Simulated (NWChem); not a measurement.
**BH3Br− (SMILES [H][B-]([H])([H])Br): PBE0-D2/STO-6G**

What is the vertical electron affinity of BH3Br− at PBE0-D2/STO-6G? 

The calculation is run with NWChem 7.3.0.

1 further run of the same task is left out (set aside as unsound or not needed).

### Step 1. Starting point

BH3Br−: 5 atoms, total charge -1, spin state singlet. SMILES: `[H][B-]([H])([H])Br`. Geometry: relaxed at GFN2-xTB.

Bond lengths: B1–Br2 2.028 Å, B1–H3 1.211 Å, B1–H4 1.212 Å, B1–H5 1.211 Å. Angles: Br2–B1–H3 107.5°, Br2–B1–H4 107.6°, Br2–B1–H5 107.8°, H3–B1–H4 111.2°, H3–B1–H5 111.1°, H4–B1–H5 111.3°.

### Step 2. Energy and gradient at PBE0-D2/STO-6G

mol.nw

```
start mol
title "BBrH3 gradient"
memory 2200 mb
charge -1
geometry
 zmatrix
   B
   Br 1 2.028121
   H 1 1.211396 2 107.5249
   H 1 1.211551 3 111.23009 2 117.61159
   H 1 1.21122 3 111.12945 4 124.59485
 end
end
basis spherical
 * library STO-6G
end
dft
 xc pbe0
 disp vdw 2
 grid medium
 maxiter 150
 mulliken
end
task dft gradient
```

The run is started by

```sh
nwchem mol.nw > mol.out
```

Output:

```text
[...]
          Wavefunction type:  closed shell.
          No. of atoms     :     5
          No. of electrons :    44
[...]
          Charge           :    -1
          Spin multiplicity:     1
[...]
          AO basis - number of functions:    26
[...]
              XC Information
              --------------
                         PBE0 Method XC Functional
                     Hartree-Fock (Exact) Exchange  0.250
          PerdewBurkeErnzerhof Exchange Functional  0.750
            Perdew 1991 LDA Correlation Functional  1.000 local
           PerdewBurkeErnz. Correlation Functional  1.000 non-local
[...]
 d= 0,ls=0.0,diis     1  -2587.3128717509 -2.66D+03  2.58D-02  1.43D-01     1.0
[...]
 d= 0,ls=0.0,diis     6  -2587.3475531044 -4.44D-09  1.37D-07  4.72D-12     3.8
         Total DFT energy =    -2587.347553104420
      One electron energy =    -3780.011348971378
           Coulomb energy =     1216.982860802890
    Exchange-Corr. energy =      -98.219451714036
 Nuclear repulsion energy =       73.902016963547
    Dispersion correction =       -0.001630185442
[...]
      Total Density - Mulliken Population Analysis
     ---------------------------------------------
    Atom       Charge   Shell Charges
 -----------   ------   -------------------------------------------------------
    1 B    5     5.15   1.99  0.92  2.24
    2 Br  35    35.40   2.00  2.00  6.00  2.00  5.99  1.94  5.47 10.00
    3 H    1     1.15   1.15
    4 H    1     1.15   1.15
    5 H    1     1.15   1.15
[...]
  wavefunction    = closed shell
                         DFT ENERGY GRADIENTS
    atom               coordinates                        gradient
                 x          y          z           x          y          z
   1 B       0.000177  -3.071093  -0.000387   -0.000029   0.013306  -0.000548
   2 Br     -0.000021   0.761500  -0.000145    0.000060  -0.001779   0.000225
   3 H      -0.816438  -3.760590   2.024015   -0.007409  -0.003638   0.018118
   4 H       2.161144  -3.764519  -0.302365    0.019490  -0.003784  -0.002641
   5 H      -1.344841  -3.771917  -1.714655   -0.012111  -0.004104  -0.015153
[...]
```

Run time: 7.2 s. Hardware: 1 thread of AMD EPYC 9R45 (Zen 5), shared host; peak memory 0.11 GiB.

### Step 3. Doublet [BH3Br]2−

input.nw

```
start input
memory total 2200 mb
charge -2
geometry units angstroms noautosym nocenter noautoz
  B    -0.002450    0.001710   -0.185070
  Br    0.015160   -0.019850    1.842860
  H     1.149500    0.010510   -0.559790
  H    -0.585750    1.003800   -0.536400
  H    -0.576460   -0.996180   -0.561610
end
basis spherical
  * library STO-6G
end
dft
  xc pbe0
  mult 2
  disp vdw 2
  grid medium
  iterations 150
  mulliken
  print low
end
task dft gradient
```

The run is started by

```sh
nwchem input.nw > input.out
```

Output:

```text
[...]
 d= 0,ls=0.0,diis     1  -2586.2689715152 -2.66D+03  1.39D-01  2.90D-01     1.1
[...]
 d= 0,ls=0.0,diis     7  -2586.6706631943 -9.69D-08  8.88D-06  2.52D-09     4.5
[...]
         Total DFT energy =    -2586.670663194318
      One electron energy =    -3796.449220861931
           Coulomb energy =     1234.702555426149
    Exchange-Corr. energy =      -98.824380293108
 Nuclear repulsion energy =       73.902012721048
    Dispersion correction =       -0.001630186475
[...]
      Total Density - Mulliken Population Analysis
     ---------------------------------------------
    Atom       Charge   Shell Charges
 -----------   ------   -------------------------------------------------------
    1 B    5     5.34   1.99  0.85  2.50
    2 Br  35    35.77   2.00  2.00  6.00  2.00  5.99  1.97  5.81 10.00
    3 H    1     1.30   1.30
    4 H    1     1.30   1.30
    5 H    1     1.30   1.30
[...]
      <S2> =      0.7526 (Exact =     0.7500)
                         DFT ENERGY GRADIENTS
    atom               coordinates                        gradient
                 x          y          z           x          y          z
   1 B      -0.004630   0.003231  -0.349732    0.002092  -0.002566   0.252309
   2 Br      0.028648  -0.037511   3.482500   -0.002248   0.002636  -0.253599
   3 H       2.172240   0.019861  -1.057850    0.005260  -0.000076   0.000309
   4 H      -1.106907   1.896907  -1.013649   -0.002638   0.004750   0.000500
   5 H      -1.089351  -1.882507  -1.061289   -0.002467  -0.004744   0.000480
 Task  times  cpu:        7.2s     wall:        7.2s
 Total times  cpu:        7.2s     wall:        7.2s
```

Wall time 7.8 s (1 thread of AMD EPYC 9R45 (Zen 5), shared host); peak memory 0.11 GiB.

### Step 4. Outcome

At PBE0-D2/STO-6G:

```
                                                             quantity           value
                                         singlet BH3Br−: total energy  -2587.34755 Eh
                                          singlet BH3Br−: HOMO energy         2.32 eV
                                          singlet BH3Br−: LUMO energy        14.97 eV
singlet BH3Br−: HOMO–LUMO gap (to an unbound level, set by the basis)        12.65 eV
                                    singlet BH3Br−: dispersion energy    -4.28 kJ/mol
                             singlet BH3Br−: largest force on an atom      1.030 eV/Å
                                      doublet [BH3Br]2−: total energy  -2586.67066 Eh
                                 doublet [BH3Br]2−: dispersion energy    -4.28 kJ/mol
                                              doublet [BH3Br]2−: ⟨S²⟩           0.753
                          doublet [BH3Br]2−: largest force on an atom     13.042 eV/Å
                  vertical electron affinity (to the doublet dianion)      -18.419 eV
```

The dianion lies 18.42 eV (1777 kJ/mol) above the anion: the electron isn't bound at this level, and such a value depends on the basis. Without diffuse functions anions come out too high. The largest force (singlet BH3Br−) is 1.03 eV/Å: the shape isn't a stationary point for this species at this level. In a minimal basis such a difference can be off by several eV, whatever the method. Mulliken charges (singlet BH3Br−) run from -0.40 on Br2 to -0.15 on B1. The HOMO (singlet BH3Br−) lies at positive energy, 2.32 eV; only total energies tell whether the electron is bound. Mulliken charges (doublet [BH3Br]2−) run from -0.77 on Br2 to -0.30 on H3.
